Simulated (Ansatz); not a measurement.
This script for a short molecular-dynamics run of F2HISi, SMILES F[SiH](F)I with Ansatz 0.2.0, Python API holds a mistake.

`md_f2hisi.py`
```python
import warnings

import ansatz as az
import numpy as np

params = {
    "basis_set": "def2-SVP",
    "functional": "b3lyp",
    "n_steps": 30,
    "temperature_k": 300,
}

warnings.simplefilter("ignore", az.DeckWarning)

molecule = (
    az.Crystal.molecule()
    .atom("F", (-0.0982, -0.6105, 1.5622))
    .atom("Si", (0.1402, 0.0131, 0.0848))
    .atom("F", (0.3094, 1.6049, 0.1662))
    .atom("I", (-1.6802, -0.4673, -1.3769))
    .atom("H", (1.3787, -0.6138, -0.4777))
)

calculation = molecule.calculation()
calculation = calculation.basis(gaussian=params["basis_set"])
calculation = calculation.functional(params["functional"])
calculation = calculation.stress()
calculation = calculation.md("nve", timestep=0.25, steps=params["n_steps"], temperature=params["temperature_k"], initial_velocities="maxwell_boltzmann", seed=31)
frames = []
calculation.session().plan().execute(on_event=lambda e: frames.append(e["data"]) if e["event"] == "md_step" else None)
print("t (fs)   E_pot (eV)      E_kin (eV)   T (K)   d(0-1) (A)")
for f in frames[::2]:
    xyz = np.array(f["positions_ang"])
    print(f"{f['time_fs']:6.2f} {f['lagrangian_ev']:14.5f} {f['e_kin_ev']:10.5f} {f['temperature_k']:8.1f} {np.linalg.norm(xyz[0] - xyz[1]):9.4f}")
kept = np.array([f["conserved_ev"] for f in frames])
print(f"conserved energy moves by at most {1000 * np.ptp(kept):.3f} meV")
```

```console
$ python md_f2hisi.py
Traceback (most recent call last):
  File "md_f2hisi.py", line 30, in <module>
    calculation.session().plan().execute(on_event=lambda e: frames.append(e["data"]) if e["event"] == "md_step" else None)
    ~~~~~~~~~~~~~~~~~~~^^
  ...
ansatz.RefusalError: invalid value for `basis.gaussian`: such a run doesn't read output.stress; remove what it names
```
(Library frames cut from the traceback.)

Why does it end like this?

The fault: a molecule has no stress. The change:

```diff
--- before
+++ after
@@ -26,3 +26,2 @@
 calculation = calculation.functional(params["functional"])
-calculation = calculation.stress()
 calculation = calculation.md("nve", timestep=0.25, steps=params["n_steps"], temperature=params["temperature_k"], initial_velocities="maxwell_boltzmann", seed=31)
```

The mended script runs so:

```console
$ python md_f2hisi.py
t (fs)   E_pot (eV)      E_kin (eV)   T (K)   d(0-1) (A)
  0.00   -21428.77900    0.11633    300.0    1.6212
  0.50   -21428.77488    0.11223    289.4    1.6235
  1.00   -21428.76972    0.10708    276.1    1.6256
  1.50   -21428.76430    0.10167    262.2    1.6277
  2.00   -21428.75932    0.09669    249.4    1.6297
  2.50   -21428.75526    0.09264    238.9    1.6316
  3.00   -21428.75241    0.08979    231.5    1.6333
  3.50   -21428.75076    0.08813    227.3    1.6350
  4.00   -21428.75006    0.08744    225.5    1.6365
  4.50   -21428.74987    0.08723    225.0    1.6379
  5.00   -21428.74956    0.08691    224.1    1.6391
  5.50   -21428.74847    0.08581    221.3    1.6402
  6.00   -21428.74599    0.08332    214.9    1.6411
  6.50   -21428.74171    0.07904    203.8    1.6419
  7.00   -21428.73554    0.07287    187.9    1.6424
  7.50   -21428.72777    0.06512    167.9    1.6428
conserved energy moves by at most 0.049 meV
```

Total energies depend on the basis set; only differences at equal settings carry meaning. The trajectory is only some femtoseconds long, so its temperature is not equilibrated; where the script doesn't relax first, it starts from a rough generated geometry. def2 sets replace the cores of elements past krypton by effective core potentials. b3lyp holds the VWN-RPA fit, as in Gaussian; the form of ORCA and Turbomole is b3lyp5. The temperature counts the internal degrees of freedom alone. Wall time of the script: 100 s on 1 thread of Arm Neoverse V1, with other jobs on the host, peak memory 0.23 GiB.

(Lines on the test bed's own set-up are left out of the output.)
